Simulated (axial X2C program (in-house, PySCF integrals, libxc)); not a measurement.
**All-electron X2C curves of SrP⁺**

What are the state, bond length, wavenumber and bond energy of SrP⁺, and what does spin–orbit coupling change?

The runs use an in-house X2C program for linear molecules on PySCF integrals; all-electron X2C, Sr dyall-cv3z, P dyall-v3z.

All values are calculated.

## Step 1: The job

The input, task.json:

```json
{"zs": [38, 15], "q": 1, "bas": ["dyall-cv3z", "dyall-v3z"], "levels": ["PBE0", "HF", "TPSSh"], "cc": true, "r0": 2.59, "thr": -2.0, "nmax": 90, "npts": 10, "nst": 2, "ntry": 6}
```

Keys: zs atomic numbers; q charge; bas basis sets; levels methods (HF also brings MP2); cc coupled cluster on or off; r0 starting distance in Å; thr threshold in hartree for freezing inner shells (an s shell follows its p shell); nmax most natural virtual spinors; npts points asked for on the curve; nst determinants followed; ntry starts of the search.

On the command line:

```bash
python so2c.py task.json out
```

Spin-free means the one-electron spin-free X2C Hamiltonian; two-component (2c) means X2C with spin–orbit coupling and atomic mean-field two-electron Coulomb and Gaunt terms. Basis: Sr dyall-cv3z contracted to [13s12p8d5f1g], P dyall-v3z contracted to [8s7p2d1f]; Gaussian nuclei, density fitting. Masses: Sr 87.906 u, P 30.974 u.

Notation: σ, π±, δ± give the projection m of an orbital's angular momentum (0, ±1, ±2), α and β its spin, Λ and M_S the sums; ω is the projection of a spinor's total angular momentum and Ω the sum. Logs are in hartree.

The results follow Hamiltonian by Hamiltonian and level by level.

## Step 2: State search with PBE0

PBE0 moves the distance from 2.590 Å to 2.805 Å and compares determinants there.

Spin-free determinants:

| ΔE (eV) | state | open shells |
| --- | --- | --- |
| 0.00 | M_S = 1, Λ = 0 | beyond closed shells: π+α, π-α |
| 0.77 | M_S = 1, Λ = 1 | beyond closed shells: σα, π+α, π+β, π-α |
| 0.94 | M_S = 0, Λ = 0 | beyond closed shells: π+β, π-α |
| 0.94 | M_S = 0, Λ = 2 | beyond closed shells: π+α, π+β |
| 1.06 | M_S = 0, Λ = 1 | beyond closed shells: σβ, π+α, π+β, π-α |
| 1.71 | M_S = 2, Λ = 0 | beyond closed shells: 2 × σα, π+α, π-α |
| 2.41 | M_S = 0, Λ = 0 | beyond closed shells: 2 × σβ, π+α, π-α |

Two-component determinants:

```json
{"ΔE (eV)": "0.00", "state": "Ω = 1", "open shells": "excess of +ω over −ω: ω = -1/2, ω = 3/2"}
{"ΔE (eV)": "0.75", "state": "Ω = 2", "open shells": "excess of +ω over −ω: ω = 1/2, ω = 3/2"}
{"ΔE (eV)": "0.91", "state": "Ω = 0", "open shells": "closed shell"}
{"ΔE (eV)": "0.97", "state": "Ω = 0", "open shells": "closed shell"}
{"ΔE (eV)": "1.07", "state": "Ω = 1", "open shells": "excess of +ω over −ω: 2 × ω = 1/2"}
{"ΔE (eV)": "2.41", "state": "Ω = 0", "open shells": "excess of +ω over −ω: 3 × ω = 1/2, ω = -3/2"}
{"ΔE (eV)": "3.15", "state": "Ω = 1", "open shells": "excess of +ω over −ω: 2 × ω = 1/2"}
```

## Step 3: PBE0, spin-free

State followed: M_S = 1, Λ = 0 (beyond closed shells: π+α, π-α). The scan is laid around 2.805 Å, a first estimate of the minimum, and this SCF restarts from the orbitals of the search.

The SCF at the reference distance of 2.805 Å:

```text
spin-free X2C-1e  PBE0
basis functions 179  fitting functions 975  grid points 5085
iter        total energy     max residual
   1      -3520.795617039     4.57e-06
   2      -3520.795617042     2.66e-06
   3      -3520.795617043     2.03e-06
converged
one-electron -5075.94505623  Coulomb 1576.31260226  exact exchange -31.65114456  xc functional -97.04535549  nuclear repulsion 107.53333698
```

Along the bond, energies from the lowest point:

| R (Å) | E (eV) | μ (D) | HOMO (eV) | LUMO (eV) | iterations |
| --- | --- | --- | --- | --- | --- |
| 2.440 | 0.5839 | -6.46 | -9.91 | -7.46 | 11 |
| 2.553 | 0.2372 | -6.88 | -9.87 | -7.21 | 11 |
| 2.637 | 0.0906 | -7.16 | -9.83 | -7.05 | 11 |
| 2.721 | 0.0171 | -7.41 | -9.77 | -6.90 | 11 |
| 2.805 | 0.0000 | -7.62 | -9.71 | -6.77 | 3 |
| 2.903 | 0.0329 | -7.81 | -9.64 | -6.78 | 12 |
| 3.001 | 0.1065 | -7.95 | -9.56 | -6.83 | 12 |
| 3.128 | 0.2393 | -8.01 | -9.46 | -6.90 | 12 |
| 3.282 | 0.4301 | -7.85 | -9.35 | -6.96 | 12 |
| 3.506 | 0.7065 | -7.12 | -9.24 | -6.98 | 13 |

Dipoles are positive if P is the positive end and refer to the centre of mass.

Outer orbitals at the reference distance:

```
symmetry  occupied  ε (eV)              atomic character
     π-α       yes  -30.44                     100% Sr p
     π+α       yes  -30.44                     100% Sr p
     π+β       yes  -30.41                     100% Sr p
     π-β       yes  -30.41                     100% Sr p
      σα       yes  -30.24                      98% Sr p
      σβ       yes  -30.18                      98% Sr p
      σα       yes  -19.56     80% P s, 8% Sr p, 6% Sr d
      σβ       yes  -17.25     79% P s, 7% Sr p, 6% Sr d
     π+α       yes  -10.70     85% P p, 9% Sr d, 3% Sr p
     π-α       yes  -10.70     85% P p, 9% Sr d, 3% Sr p
      σα       yes  -10.37    73% P p, 13% Sr s, 8% Sr d
      σβ       yes   -9.71    69% P p, 17% Sr s, 9% Sr d
     π-β        no   -6.77    66% P p, 27% Sr d, 5% Sr p
     π+β        no   -6.77    66% P p, 27% Sr d, 5% Sr p
      σα        no   -6.73  71% Sr s, 13% Sr d, 10% Sr p
      σβ        no   -6.70  66% Sr s, 14% Sr d, 13% Sr p
```

PBE0 fields in the half plane through the axis: z from -2.4 to 5.1 Å across, distance from the axis 0.15 to 2.25 Å upwards; Sr lies at z = 0 and P at z = 2.805 Å; the ELF is damped to zero where the density is low.

log10 density (e/bohr³). Ten even steps from '0' (-4.58 ) to '9' (1.53 ):
```
00001111111222222222211100
00111112222222333333222110
01122223333333333333332211
11223334443334444444433221
12233445554444455555443321
12334556665544555555544322
22334567776555556666554332
22345668986655567986554332
```

ELF. Ten even steps from '0' (0.00 ) to '9' (0.96 ):
```
00000000000022221111100000
00000000000034443344321000
00000000000036666666653100
00000013310026777788876410
01111357873027888889988630
12113688887227987569999751
12225883238427981113999862
22236856365627952890899973
```

Re = 2.793 Å, ωe = 271.9 cm⁻¹, ωexe = 0.974 cm⁻¹, Be = 0.09435 cm⁻¹, De = 1.54 eV, μ = -7.59 D.

## Step 4: HF, spin-free

The SCF at the reference distance of 2.805 Å:

```text
spin-free X2C-1e  HF
basis functions 179  fitting functions 975  grid points 5085
iter        total energy     max residual
   1      -3518.703695219     2.55e-01
   2      -3518.726371724     3.55e-03
   3      -3518.727118518     1.67e-03
   4      -3518.727216085     7.30e-04
   5      -3518.727234226     3.30e-04
   6      -3518.727239789     1.04e-04
   7      -3518.727241325     7.50e-05
   8      -3518.727242561     6.04e-05
   9      -3518.727243495     3.41e-05
  10      -3518.727243854     1.03e-05
  11      -3518.727243888     3.35e-06
  12      -3518.727243890     1.15e-06
converged
one-electron -5075.31822610  Coulomb 1575.76080895  exact exchange -126.70316372  xc functional 0.00000000  nuclear repulsion 107.53333698
```

No constants are quoted: the solution changes its character somewhere along the scan, so the fit is set aside.

## Step 5: TPSSh, spin-free

Output at 2.805 Å:

```text
spin-free X2C-1e  TPSSh
basis functions 179  fitting functions 975  grid points 5085
iter        total energy     max residual
   1      -3521.132777652     7.02e-02
   2      -3521.133580681     4.56e-03
   3      -3521.133615792     3.24e-03
   4      -3521.133659194     1.88e-04
   5      -3521.133658960     2.23e-04
   6      -3521.133660823     3.93e-05
   7      -3521.133660920     1.91e-05
   8      -3521.133660951     5.86e-06
   9      -3521.133660953     1.20e-06
  10      -3521.133660953     4.69e-07
converged
one-electron -5075.70098318  Coulomb 1576.06123357  exact exchange -12.65948020  xc functional -116.36776812  nuclear repulsion 107.53333698
```

Re = 2.802 Å, ωe = 271.6 cm⁻¹, ωexe = 0.904 cm⁻¹, Be = 0.09371 cm⁻¹, De = 1.74 eV, μ = -7.56 D.

## Step 6: MP2 and beyond, spin-free

Correlated methods: 14 electrons correlated (frozen shells, counted by type: Sr 3 s, 2 p, 1 d; P 2 s, 1 p), 234 virtual spinors in MP2, 89 natural virtuals in coupled cluster.

Output of the correlated part at 2.805 Å:

```text
correlated 14  virtual 234  natural virtual 89  E(MP2) -0.317933974  MP2 remainder -0.015001696
iter   CCSD correlation   residual
   1     -0.328900415   1.10e-01
   2     -0.336372878   3.97e-02
   3     -0.337645359   1.65e-02
   4     -0.337679003   6.40e-03
   5     -0.337696316   1.98e-03
   6     -0.337697055   9.20e-04
   7     -0.337695834   3.55e-04
   8     -0.337697328   1.20e-04
   9     -0.337696751   4.69e-05
  10     -0.337696420   1.98e-05
  11     -0.337696287   7.21e-06
  12     -0.337696273   3.05e-06
(T) -0.011854762  T1 0.0194  D1 0.0523  max T2 0.061
```

T1 in the output is the amplitude norm over the root of the electron number; divide by √2 for the Lee–Taylor value.

MP2: No constants are quoted: the reference changes its character somewhere along the scan, so the fit is set aside.

CCSD: No constants are quoted: the reference changes its character somewhere along the scan, so the fit is set aside.

CCSD(T): No constants are quoted: the reference changes its character somewhere along the scan, so the fit is set aside.

## Step 7: A higher determinant, spin-free

State: M_S = 1, Λ = 1 (beyond closed shells: σα, π+α, π+β, π-α).

Output at the reference distance:

```text
spin-free X2C-1e  PBE0
basis functions 179  fitting functions 975  grid points 5085
iter        total energy     max residual
   1      -3520.767337946     8.75e-06
   2      -3520.767337948     7.90e-06
converged
one-electron -5075.43728856  Coulomb 1575.80994396  exact exchange -31.64524165  xc functional -97.02808867  nuclear repulsion 107.53333698
```

| R (Å) | E above the lowest PBE0 point (eV) |
| --- | --- |
| 2.440 | 0.743 |
| 2.553 | 0.627 |
| 2.637 | 0.625 |
| 2.721 | 0.677 |
| 2.805 | 0.770 |
| 2.903 | 0.913 |
| 3.001 | 1.084 |
| 3.128 | 1.325 |
| 3.282 | 1.634 |

Re = 2.596 Å, ωe = 321 cm⁻¹, ωexe = 0.918 cm⁻¹, Be = 0.1092 cm⁻¹, μ = -7.40 D. Te = 0.62 eV.

## Step 8: The spin-free curves together

Energy (eV) of the followed determinant, spin-free, from each level's lowest point:

| R (Å) | PBE0 | HF (jumps) | MP2 (its reference jumps) | CCSD (its reference jumps) | CCSD(T) (its reference jumps) | TPSSh |
| --- | --- | --- | --- | --- | --- | --- |
| 2.440 | 0.584 | 0.840 | 0.668 | n/a | n/a | 0.617 |
| 2.553 | 0.237 | 0.394 | 0.290 | 0.310 | 0.310 | 0.258 |
| 2.637 | 0.091 | 0.188 | 0.124 | 0.136 | 0.137 | 0.103 |
| 2.721 | 0.017 | 0.064 | 0.033 | 0.038 | 0.040 | 0.023 |
| 2.805 | 0.000 | 0.006 | 0.000 | 0.000 | 0.000 | 0.000 |
| 2.903 | 0.033 | 0.000 | 0.013 | 0.010 | 0.007 | 0.028 |
| 3.001 | 0.107 | 0.039 | 0.060 | 0.059 | 0.055 | 0.099 |
| 3.128 | 0.239 | 0.062 | 0.286 | 0.242 | 0.252 | 0.231 |
| 3.282 | 0.430 | 0.047 | 0.423 | n/a | n/a | 0.429 |
| 3.506 | 0.706 | 0.054 | 0.544 | n/a | n/a | 0.735 |

## Step 9: PBE0, 2c

State followed: Ω = 1 (excess of +ω over −ω: ω = -1/2, ω = 3/2). The scan is laid around 2.805 Å, a first estimate of the minimum, and this SCF restarts from the orbitals of the search.

Output at 2.805 Å:

```text
two-component X2C + atomic mean field  PBE0
basis functions 179  fitting functions 975  grid points 5085
iter        total energy     max residual
   1      -3519.570675707     1.43e-05
   2      -3519.570675726     8.79e-06
   3      -3519.570675732     7.07e-06
   4      -3519.570675738     2.90e-06
   5      -3519.570675739     2.50e-07
converged
one-electron -5072.69994237  Coulomb 1575.61378460  exact exchange -31.63672312  xc functional -97.00191368  nuclear repulsion 107.53333698  atomic mean-field constant -1.37921815
```

Along the bond, energies from the lowest point:

| R (Å) | E (eV) | μ (D) | HOMO (eV) | LUMO (eV) | iterations |
| --- | --- | --- | --- | --- | --- |
| 2.440 | 0.5838 | -6.45 | -9.92 | -7.47 | 11 |
| 2.553 | 0.2371 | -6.87 | -9.87 | -7.23 | 11 |
| 2.637 | 0.0905 | -7.15 | -9.83 | -7.06 | 11 |
| 2.721 | 0.0171 | -7.40 | -9.77 | -6.91 | 11 |
| 2.805 | 0.0000 | -7.61 | -9.71 | -6.78 | 5 |
| 2.903 | 0.0329 | -7.81 | -9.64 | -6.78 | 12 |
| 3.001 | 0.1066 | -7.94 | -9.56 | -6.83 | 12 |
| 3.128 | 0.2394 | -8.00 | -9.46 | -6.90 | 12 |
| 3.282 | 0.4304 | -7.84 | -9.35 | -6.96 | 12 |
| 3.506 | 0.7069 | -7.12 | -9.24 | -6.99 | 13 |

Dipoles are positive if P is the positive end and refer to the centre of mass.

Outer spinors at the reference distance:

```tsv
ω	occupied	ε (eV)	atomic character	λ mixture
-1/2	yes	-31.12	100% Sr p	76% π, 24% σ
1/2	yes	-31.11	100% Sr p	73% π, 27% σ
3/2	yes	-30.05	100% Sr p	100% π
-3/2	yes	-30.01	100% Sr p	100% π
1/2	yes	-29.90	98% Sr p	73% σ, 27% π
-1/2	yes	-29.86	99% Sr p	76% σ, 24% π
1/2	yes	-19.56	80% P s, 8% Sr p, 6% Sr d	100% σ
-1/2	yes	-17.25	79% P s, 7% Sr p, 6% Sr d	100% σ
-1/2	yes	-10.71	85% P p, 9% Sr d, 3% Sr p	100% π
3/2	yes	-10.68	85% P p, 9% Sr d, 3% Sr p	100% π
1/2	yes	-10.37	73% P p, 13% Sr s, 8% Sr d	100% σ
-1/2	yes	-9.71	69% P p, 17% Sr s, 9% Sr d	100% σ
1/2	no	-6.78	66% P p, 27% Sr d, 5% Sr p	100% π
-3/2	no	-6.76	66% P p, 27% Sr d, 5% Sr p	100% π
1/2	no	-6.73	71% Sr s, 13% Sr d, 10% Sr p	100% σ
-1/2	no	-6.70	66% Sr s, 14% Sr d, 13% Sr p	100% σ
```

PBE0 fields in the half plane through the axis: z from -2.4 to 5.1 Å across, distance from the axis 0.15 to 2.25 Å upwards; Sr lies at z = 0 and P at z = 2.805 Å; the ELF is damped to zero where the density is low.

log10 density (e/bohr³). Ten even steps from '0' (-4.58 ) to '9' (1.53 ):
```
00001111111222222222211100
00111112222222333333222110
01122223333333333333332211
11223334443334444444433221
12233445554444455555443321
12334556665544555555544322
22334567776555556666554332
22345668986655567986554332
```

ELF. Ten even steps from '0' (0.00 ) to '9' (0.96 ):
```
00000000000022221111100000
00000000000034443344321000
00000000000036666666653100
00000013310026777788876410
01111357873027888889988630
12113688887227987569999751
12225883238427981113999862
22236856365627952890899973
```

Re = 2.793 Å, ωe = 271.9 cm⁻¹, ωexe = 0.974 cm⁻¹, Be = 0.09436 cm⁻¹, De = 1.54 eV, μ = -7.58 D.

## Step 10: HF, 2c

Output at 2.805 Å:

```text
two-component X2C + atomic mean field  HF
basis functions 179  fitting functions 975  grid points 5085
iter        total energy     max residual
   1      -3517.478931416     2.55e-01
   2      -3517.501604917     3.55e-03
   3      -3517.502353289     1.68e-03
   4      -3517.502451184     7.30e-04
   5      -3517.502469401     3.29e-04
   6      -3517.502475036     1.04e-04
   7      -3517.502476639     7.49e-05
   8      -3517.502477952     6.02e-05
   9      -3517.502478968     3.35e-05
  10      -3517.502479382     1.52e-05
  11      -3517.502479436     1.21e-05
  12      -3517.502479448     1.04e-05
  13      -3517.502479458     8.45e-06
  14      -3517.502479474     3.64e-06
  15      -3517.502479478     6.49e-07
  16      -3517.502479478     3.46e-07
converged
one-electron -5072.07119145  Coulomb 1575.05997352  exact exchange -126.64538038  xc functional 0.00000000  nuclear repulsion 107.53333698  atomic mean-field constant -1.37921815
```

No constants are quoted: the solution changes its character somewhere along the scan, so the fit is set aside.

## Step 11: TPSSh, 2c

The SCF at the reference distance of 2.805 Å:

```text
two-component X2C + atomic mean field  TPSSh
basis functions 179  fitting functions 975  grid points 5085
iter        total energy     max residual
   1      -3519.907222018     7.02e-02
   2      -3519.908028349     4.58e-03
   3      -3519.908063554     3.25e-03
   4      -3519.908106952     1.86e-04
   5      -3519.908106733     2.21e-04
   6      -3519.908108566     3.96e-05
   7      -3519.908108664     1.91e-05
   8      -3519.908108695     5.87e-06
   9      -3519.908108697     1.20e-06
  10      -3519.908108698     4.70e-07
converged
one-electron -5072.45623929  Coulomb 1575.36281254  exact exchange -12.65371419  xc functional -116.31508658  nuclear repulsion 107.53333698  atomic mean-field constant -1.37921815
```

Re = 2.802 Å, ωe = 271.7 cm⁻¹, ωexe = 0.904 cm⁻¹, Be = 0.09372 cm⁻¹, De = 1.74 eV, μ = -7.55 D.

## Step 12: MP2 and beyond, 2c

Correlated methods: 14 electrons correlated (frozen shells, counted by type: Sr 3 s, 2 p, 1 d; P 2 s, 1 p), 234 virtual spinors in MP2, 90 natural virtuals in coupled cluster.

Output of the correlated part at 2.805 Å:

```text
correlated 14  virtual 234  natural virtual 90  E(MP2) -0.317958936  MP2 remainder -0.014435507
iter   CCSD correlation   residual
   1     -0.329479845   1.10e-01
   2     -0.336958735   3.97e-02
   3     -0.338236167   1.66e-02
   4     -0.338270087   6.41e-03
   5     -0.338287492   1.98e-03
   6     -0.338288301   9.25e-04
   7     -0.338287123   3.59e-04
   8     -0.338288665   1.26e-04
   9     -0.338288084   5.56e-05
  10     -0.338287750   3.10e-05
  11     -0.338287559   1.98e-05
  12     -0.338287547   1.44e-05
(T) -0.011906605  T1 0.0194  D1 0.0525  max T2 0.061
```

MP2: No constants are quoted: the reference changes its character somewhere along the scan, so the fit is set aside.

CCSD: No constants are quoted: the reference changes its character somewhere along the scan, so the fit is set aside.

CCSD(T): No constants are quoted: the reference changes its character somewhere along the scan, so the fit is set aside.

## Step 13: A higher determinant, 2c

State: Ω = 2 (excess of +ω over −ω: ω = 1/2, ω = 3/2).

Output at the reference distance:

```text
two-component X2C + atomic mean field  PBE0
basis functions 179  fitting functions 975  grid points 5085
iter        total energy     max residual
   1      -3519.542946524     1.62e-06
   2      -3519.542946525     1.15e-06
converged
one-electron -5072.19659405  Coulomb 1575.11501769  exact exchange -31.63080732  xc functional -96.98468168  nuclear repulsion 107.53333698  atomic mean-field constant -1.37921815
```

| R (Å) | E above the lowest PBE0 point (eV) |
| --- | --- |
| 2.440 | 0.726 |
| 2.553 | 0.611 |
| 2.637 | 0.610 |
| 2.721 | 0.662 |
| 2.805 | 0.755 |
| 2.903 | 0.899 |
| 3.001 | 1.069 |
| 3.128 | 1.311 |
| 3.282 | 1.620 |

Re = 2.595 Å, ωe = 321 cm⁻¹, ωexe = 0.919 cm⁻¹, Be = 0.1093 cm⁻¹, μ = -7.39 D. Te = 0.60 eV.

## Step 14: The 2c curves together

Energy (eV) of the followed determinant, 2c, from each level's lowest point:

| R (Å) | PBE0 | HF (jumps) | MP2 (its reference jumps) | CCSD (its reference jumps) | CCSD(T) (its reference jumps) | TPSSh |
| --- | --- | --- | --- | --- | --- | --- |
| 2.440 | 0.584 | 0.840 | 0.669 | n/a | n/a | 0.617 |
| 2.553 | 0.237 | 0.394 | 0.290 | 0.310 | 0.311 | 0.258 |
| 2.637 | 0.091 | 0.188 | 0.124 | 0.136 | 0.138 | 0.103 |
| 2.721 | 0.017 | 0.065 | 0.033 | 0.039 | 0.040 | 0.023 |
| 2.805 | 0.000 | 0.006 | 0.000 | 0.000 | 0.000 | 0.000 |
| 2.903 | 0.033 | 0.000 | 0.013 | 0.010 | 0.007 | 0.028 |
| 3.001 | 0.107 | 0.039 | 0.060 | 0.059 | 0.055 | 0.099 |
| 3.128 | 0.239 | 0.062 | 0.286 | 0.240 | 0.249 | 0.231 |
| 3.282 | 0.430 | 0.047 | 0.423 | n/a | n/a | 0.429 |
| 3.506 | 0.707 | 0.055 | 0.544 | n/a | n/a | 0.736 |

The whole job took 4.8 min on 1 thread of Arm Neoverse N1, shared host; peak memory 0.9 GiB.

## Step 15: Results

Lowest determinant that the search found at its distance, spin-free: M_S = 1, Λ = 0 (beyond closed shells: π+α, π-α).

Lowest determinant that the search found at its distance, 2c: Ω = 1 (excess of +ω over −ω: ω = -1/2, ω = 3/2).

```tsv
Hamiltonian	level	Re (Å)	ωe (cm⁻¹)	De (eV)	μ (D)
spin-free	PBE0	2.793	271.9	1.54	-7.59
spin-free	TPSSh	2.802	271.6	1.74	-7.56
2c	PBE0	2.793	271.9	1.54	-7.58
2c	TPSSh	2.802	271.7	1.74	-7.55
```

Dipoles are positive if P is the positive end and refer to the centre of mass. No constants: spin-free HF (the solution changes its character somewhere along the scan, so the fit is set aside); spin-free MP2 (the reference changes its character somewhere along the scan, so the fit is set aside); spin-free CCSD (the reference changes its character somewhere along the scan, so the fit is set aside); spin-free CCSD(T) (the reference changes its character somewhere along the scan, so the fit is set aside); 2c HF (the solution changes its character somewhere along the scan, so the fit is set aside); 2c MP2 (the reference changes its character somewhere along the scan, so the fit is set aside); 2c CCSD (the reference changes its character somewhere along the scan, so the fit is set aside); 2c CCSD(T) (the reference changes its character somewhere along the scan, so the fit is set aside).

Time per point (s) on 1 thread of Arm Neoverse N1, shared host (2c runs); the times are rough: PBE0 0.98, TPSSh 1.5.

In words: At PBE0, going from spin-free to two-component changes Re by 0 mÅ, ωe by 0.0 %; the spin-free picture holds up (part of it comes from the scalar share of the two-electron terms). De moves by 0.00 eV; both De rest on single-determinant atoms, which can miss part of an open shell's spin–orbit lowering.

De refers to Sr+ + P, each in the lowest determinant found, which need not be this curve's own limit. Each curve is one determinant whose occupation by symmetry is held fixed; it was picked as the lowest of a PBE0 search that is not exhaustive. Dissociation energies refer to the lowest single-determinant-based atoms at the same level and basis. Density functionals use the spin component along the axis (collinear). The meta-GGAs lack a current-density term, which matters for open shells with orbital currents, atoms included. With several unpaired electrons one determinant need not be a pure state. The spin-free determinant is spin-contaminated at some levels.
